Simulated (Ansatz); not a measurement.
# BiPt: the cost of one run

Method: DFT PBEsol, scalar-relativistic, plane waves, PAW, in Ansatz 0.2.0.

1 further run of the same task is left out (set aside as unsound or not needed).

### 1 The structure to begin with

Symmetry: P6_3/mmc, No. 194, hexagonal system. The conventional cell has a = 4.362 Å, b = 4.362 Å, c = 5.488 Å, α = 90.00°, β = 90.00°, γ = 120.00°. Bi (site symmetry -6m2) is surrounded by 6 Pt at 2.87 Å. Pt (site symmetry -3m) is surrounded by 2 Pt at 2.74 Å and 6 Bi at 2.87 Å.

Structure file:

```
Bi Pt
1.0
     4.36190    0.00000    0.00000
    -2.18095    3.77751    0.00000
     0.00000    0.00000    5.48763
Bi Pt
2 2
Direct
  0.33333 0.66667 0.25000
  0.66667 0.33333 0.75000
  0.00000 0.00000 0.00000
  0.00000 0.00000 0.50000
```

This cell was relaxed beforehand with the same method: volume 22.61 Å³/atom, gap on the mesh none (metal).

### 2 Static run: bands, density of states and charges

input.yaml

```yaml
crystal:
  lattice:
    - [4.3618976945, 0.0, 0.0]
    - [-2.1809488473, 3.7775142121, 0.0]
    - [0.0, 0.0, 5.4876270073]
  atoms:
    - { symbol: Bi, position: [0.3333333333, 0.6666666667, 0.25] }
    - { symbol: Bi, position: [0.6666666667, 0.3333333333, 0.75] }
    - { symbol: Pt, position: [0.0, 0.0, 0.0] }
    - { symbol: Pt, position: [0.0, 0.0, 0.5] }
basis:
  ecutwfc: 420
kpoints:
  mp_grid: { grid: [12, 12, 8] }
  band_path:
    path:
      - [[0.0, 0.0, 0.0], [0.5, 0.0, 0.0], [0.33333333, 0.33333333, 0.0], [0.0, 0.0, 0.0], [0.0, 0.0, 0.5], [0.5, 0.0, 0.5], [0.33333333, 0.33333333, 0.5], [0.0, 0.0, 0.5]]
      - [[0.5, 0.0, 0.5], [0.5, 0.0, 0.0]]
      - [[0.33333333, 0.33333333, 0.5], [0.33333333, 0.33333333, 0.0]]
    npoints: 14
hamiltonian:
  xc: pbesol
scf:
  occupations: { method: gaussian, width: 0.1 }
  n_extra_bands: 10
output:
  forces: true
  stress: true
  eigenvalues: true
  populations: true
  dos: { projected: true, de: 0.02, nscf_kmesh: { grid: [18, 18, 12] } }
  bader: true
  write_density: true
  write_potential: true
  elf: true
  volumetric_format: npy
```

On the command line:

```
> ansatz run input.yaml --threads 1 --pin off --max-ram 2560MiB --backend cpu --events-out ev --progress --plain --runs-dir out
```

What time and memory should one allow on 1 thread of Arm Neoverse V1, shared host?

About 1.9 min, with a peak of 0.77 GiB.
